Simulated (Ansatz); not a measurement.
# C2H9InOS: small, medium and large basis sets

One table from this session's results is given with a row withheld; the runs are named, their logs left out.

Computed with Ansatz 0.2.0, Gaussian basis. Level: one geometry, several basis sets.

The runs, in order: PBE0-D4/def2-SVP; ωB97M-V/def2-SVP; PBE0-D4/def2-QZVPP; ωB97M-V/def2-QZVPP; the functionals' def2-TZVPP values are taken from earlier runs.

### Structure used throughout

The geometry comes from an earlier relaxation with PBE0-D4 in a triple-zeta def2 set; it is a stationary point, not always the lowest conformer. In takes the def2 core potential; no spin-orbit term is included.

14 atoms, charge 0, spin multiplicity 1.

Atoms are counted from 1 here; the program's logs count them from 0.

Bond lengths: C1–In2 2.144 Å, C1–H6 1.091 Å, C1–H7 1.091 Å, C1–H8 1.090 Å, In2–C3 2.149 Å, In2–O4 2.445 Å, In2–S5 2.475 Å, C3–H9 1.091 Å, C3–H10 1.091 Å, C3–H11 1.091 Å, O4–H12 0.962 Å, O4–H13 0.976 Å, S5–H14 1.343 Å. Angles: In2–C1–H6 110.0°, In2–C1–H7 109.1°, In2–C1–H8 111.4°, H6–C1–H7 108.6°, H6–C1–H8 108.8°, H7–C1–H8 109.0°, C1–In2–C3 133.9°, C1–In2–O4 100.8°, C1–In2–S5 113.4°, C3–In2–O4 98.1°, C3–In2–S5 111.0°, O4–In2–S5 80.1°, In2–C3–H9 110.1°, In2–C3–H10 110.9°, In2–C3–H11 110.2°, H9–C3–H10 108.1°, H9–C3–H11 108.2°, H10–C3–H11 109.2° and more.

As a file:

| atom | x (Å) | y (Å) | z (Å) |
| --- | --- | --- | --- |
| C1 | -0.1096 | 2.1871 | 0.1974 |
| In2 | 0.3524 | 0.0944 | 0.1422 |
| C3 | 0.4592 | -1.4484 | 1.6340 |
| O4 | -1.5649 | -0.7654 | -1.1082 |
| S5 | 1.4852 | -0.6074 | -1.9430 |
| H6 | 0.8111 | 2.7726 | 0.1882 |
| H7 | -0.6958 | 2.4461 | -0.6854 |
| H8 | -0.6802 | 2.4447 | 1.0903 |
| H9 | 1.3175 | -1.2810 | 2.2871 |
| H10 | -0.4407 | -1.4555 | 2.2516 |
| H11 | 0.5763 | -2.4237 | 1.1598 |
| H12 | -1.9506 | -1.5962 | -0.8136 |
| H13 | -0.9484 | -0.9871 | -1.8317 |
| H14 | 1.3756 | 0.5906 | -2.5396 |

Set-up of the first run:

Contents of in.yaml:

```yaml
crystal:
  periodic: [false, false, false]
  atoms:
    - {symbol: C, position_ang: [-0.109641, 2.187088, 0.197377]}
    - {symbol: In, position_ang: [0.352367, 0.094413, 0.142174]}
    - {symbol: C, position_ang: [0.459217, -1.448353, 1.634029]}
    - {symbol: O, position_ang: [-1.564900, -0.765371, -1.108194]}
    - {symbol: S, position_ang: [1.485177, -0.607440, -1.942989]}
    - {symbol: H, position_ang: [0.811112, 2.772606, 0.188178]}
    - {symbol: H, position_ang: [-0.695807, 2.446093, -0.685376]}
    - {symbol: H, position_ang: [-0.680167, 2.444693, 1.090251]}
    - {symbol: H, position_ang: [1.317492, -1.280956, 2.287061]}
    - {symbol: H, position_ang: [-0.440690, -1.455485, 2.251554]}
    - {symbol: H, position_ang: [0.576342, -2.423675, 1.159801]}
    - {symbol: H, position_ang: [-1.950579, -1.596174, -0.813611]}
    - {symbol: H, position_ang: [-0.948398, -0.987130, -1.831741]}
    - {symbol: H, position_ang: [1.375576, 0.590591, -2.539613]}
basis:
  gaussian: {orbitals: def2-SVP}
hamiltonian: {xc: pbe0, dispersion: d4}
output: {orbitals: {seedname: orbitals}}
```

On the command line:

```console
> ansatz run in.yaml --threads 4 --pin off --events-out ev --progress --plain --max-ram 11315MiB
```

Steps of the session up to this table: PBE0-D4 in def2-SVP; ωB97M-V in def2-SVP; PBE0-D4 in def2-QZVPP; ωB97M-V in def2-QZVPP.

One of the session's tables, all rows but one given; the rest of the session is left out.

It belongs to the step «Functionals by basis». 

```
functional       basis  HOMO (eV)  LUMO (eV)
   PBE0-D4    def2-SVP      -6.73       0.25
   PBE0-D4  def2-TZVPP      -6.92      -0.14
   PBE0-D4  def2-QZVPP      -6.95      -0.39
   ωB97M-V    def2-SVP      -8.89       1.78
   ωB97M-V  def2-TZVPP          ?          ?
   ωB97M-V  def2-QZVPP      -9.15       0.70
```

Q: Estimate the row for ωB97M-V, def2-TZVPP from the others.

**Answer.** HOMO (eV): -9.11; LUMO (eV): 1.07. In the column «HOMO (eV)» it lies between ωB97M-V, def2-QZVPP (-9.15) and ωB97M-V, def2-SVP (-8.89).
